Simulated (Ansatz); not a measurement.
Run this with Ansatz 0.2.0, Python API and show what comes out.

Script `sym_ge2sb2te5.py`:
```python
import ansatz as az
import numpy as np


def main() -> None:
    xtal = (
        az.Lattice.from_parameters(4.29406, 4.29406, 17.10135, alpha=90, beta=90, gamma=120)
        .space_group(164)
        .atom("Ge", (1 / 3, 2 / 3, 0.89711))
        .atom("Sb", (0.0, 0.0, 0.67993))
        .atom("Te", (0.0, 0.0, 0.0))
        .atom("Te", (2 / 3, 1 / 3, 0.79846))
        .atom("Te", (1 / 3, 2 / 3, 0.58011))
    )

    read = xtal.crystallographic_orbits()
    print("group", read["space_group"], read["hermann_mauguin"], "conventional content", read["formula"])
    print("orbits:", [orbit["symbol"] + " " + str(orbit["wyckoff"]) for orbit in read["orbits"]])
    for pair in read["least_distances"]:
        print(f"  shortest {pair['first']}-{pair['second']}: {pair['distance_ang']:.3f} A")
    print("atoms in the primitive and conventional cells:", len(xtal.primitive().resolved().sites), len(xtal.conventional().resolved().sites))
    built = xtal.resolved()
    vectors = np.array(built.lattice.vectors)
    print("cell vectors (A)")
    print(vectors.round(4) + 0.0)
    for index, site in enumerate(built.sites):
        print(index, site.symbol, np.round(site.position, 4) + 0.0)
    try:
        print({label: tuple(round(v, 4) for v in k) for label, k in az.high_symmetry_points(vectors.tolist()).items()})
    except Exception as error:
        print("no labels:", error)


if __name__ == "__main__":
    main()
```

```console
$ python sym_ge2sb2te5.py
group 164 P-3m1 conventional content Ge2Sb2Te5
orbits: ['Ge 2d', 'Sb 2c', 'Te 1a', 'Te 2d', 'Te 2d']
  shortest Ge-Ge: 4.294 A
  shortest Ge-Sb: 4.465 A
  shortest Ge-Te: 2.999 A
  shortest Sb-Sb: 4.294 A
  shortest Sb-Te: 3.010 A
  shortest Te-Te: 3.695 A
atoms in the primitive and conventional cells: 9 9
cell vectors (A)
[[ 4.2941  0.      0.    ]
 [-2.147   3.7188  0.    ]
 [ 0.      0.     17.1014]]
0 Ge [0.3333 0.6667 0.8971]
1 Ge [0.6667 0.3333 0.1029]
2 Sb [0.     0.     0.6799]
3 Sb [0.     0.     0.3201]
4 Te [0. 0. 0.]
5 Te [0.6667 0.3333 0.7985]
6 Te [0.3333 0.6667 0.2015]
7 Te [0.3333 0.6667 0.5801]
8 Te [0.6667 0.3333 0.4199]
{'A': (0.0, 0.0, 0.5), 'H': (0.3333, 0.3333, 0.5), 'K': (0.3333, 0.3333, 0.0), 'L': (0.5, 0.0, 0.5), 'M': (0.5, 0.0, 0.0), 'Γ': (0.0, 0.0, 0.0)}
```

The structure comes from a database and needn't be a stable phase.
